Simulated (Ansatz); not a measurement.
**BN: the band gap up the ladder of functionals**

One table from this session's results is given with a row withheld; the runs are named, their logs left out.

The runs shown are made with Ansatz 0.2.0. PAW datasets, plane waves. Values at 0 K without nuclear motion; spin polarisation is off, and the phase may be a hypothetical one.

## The cell

The cell was relaxed beforehand with r2SCAN.

The symmetry is P6_3mc (No. 186, hexagonal); conventional cell a = 2.548 Å, c = 8.375 Å, 5.89 Å³ an atom. Around B lie 4 N at 1.56 Å; around B lie 4 N at 1.56–1.58 Å; around N lie 4 B at 1.56 Å; around N lie 4 B at 1.56–1.58 Å.

Coordinates:

```cif
data_structure
_symmetry_space_group_name_H-M 'P 1'
_symmetry_Int_Tables_number 1
_cell_length_a 2.5480
_cell_length_b 2.5480
_cell_length_c 8.3754
_cell_angle_alpha 90.000
_cell_angle_beta 90.000
_cell_angle_gamma 120.000
_cell_volume 47.09
loop_
_atom_site_label
_atom_site_type_symbol
_atom_site_fract_x
_atom_site_fract_y
_atom_site_fract_z
_atom_site_occupancy
B1 B 0.00000 0.00000 0.00039 1
B2 B 0.33333 0.66667 0.24969 1
B3 B 0.00000 0.00000 0.50039 1
B4 B 0.66667 0.33333 0.74969 1
N1 N 0.00000 0.00000 0.18699 1
N2 N 0.33333 0.66667 0.43793 1
N3 N 0.00000 0.00000 0.68699 1
N4 N 0.66667 0.33333 0.93793 1
```

Set-up of the first run:

The input, input.yaml:

```yaml
crystal:
  lattice:
    - [2.5479975837, 0.0, 0.0]
    - [-1.2739987919, 2.2066306362, 0.0]
    - [0.0, 0.0, 8.375360607]
  atoms:
    - { symbol: B, position: [0.0, 0.0, 0.000389431] }
    - { symbol: B, position: [0.3333333333, 0.6666666667, 0.2496892038] }
    - { symbol: B, position: [0.0, 0.0, 0.500389431] }
    - { symbol: B, position: [0.6666666667, 0.3333333333, 0.7496892038] }
    - { symbol: "N", position: [0.0, 0.0, 0.1869898389] }
    - { symbol: "N", position: [0.3333333333, 0.6666666667, 0.4379315264] }
    - { symbol: "N", position: [0.0, 0.0, 0.6869898389] }
    - { symbol: "N", position: [0.6666666667, 0.3333333333, 0.9379315264] }
kpoints:
  mp_grid: { grid: [12, 12, 4] }
  band_path:
    path:
      - [[0.0, 0.0, 0.0], [0.5, 6.797896283061e-17, -1.557176800298e-18], [0.3333333333333, 0.3333333333333, -1.146988479516e-18], [0.0, 0.0, 0.0], [-1.117352594106e-35, 7.693609628132e-36, 0.5], [0.5, 6.800743727906e-17, 0.5], [0.3333333333333, 0.3333333333333, 0.5], [-1.117352594106e-35, 7.693609628132e-36, 0.5]]
      - [[0.5, 6.800743727906e-17, 0.5], [0.5, 6.797896283061e-17, -1.557176800298e-18]]
      - [[0.3333333333333, 0.3333333333333, 0.5], [0.3333333333333, 0.3333333333333, -1.146988479516e-18]]
    npoints: 10
hamiltonian:
  xc: pbe
scf:
  occupations: { method: fermi_dirac, width: 0.02 }
  n_extra_bands: 6
output:
  forces: true
  stress: true
  eigenvalues: true
```

Started as:

```sh
$ ansatz run input.yaml --threads 2 --pin off --max-ram 29491MiB --backend cpu --events-out ev --progress --plain --runs-dir out
```

Among the steps run: Band structure with PBE; r2SCAN at the same geometry; Single point with HSE06; PBE0 at the same geometry.

One table of the session follows, with a row left open; its other results are not shown here.

| level | gap (eV) |
| --- | --- |
| PBE | 5.53 |
| r2SCAN | 6.08 |
| HSE06 | 6.91 |
| PBE0 | ? |

Estimate the missing values for PBE0.

The run gave: gap (eV): 7.68. In the column «gap (eV)» it is the highest.

Meshes: PBE 12×12×4, r2SCAN 12×12×4, HSE06 6×6×2, PBE0 6×6×2

In words: PBE gives the least gap, 5.53 eV, and PBE0 the largest, 7.68 eV. Against HSE06, PBE is short by 1.38 eV, at 80 % of it, and r2SCAN 88 %. PBE0 lies 0.77 eV above HSE06, which differs from it by screening the long-range exchange.

To keep in mind: Warnings in the runs' records: stress exchange threshold loose, stress scf threshold loose.
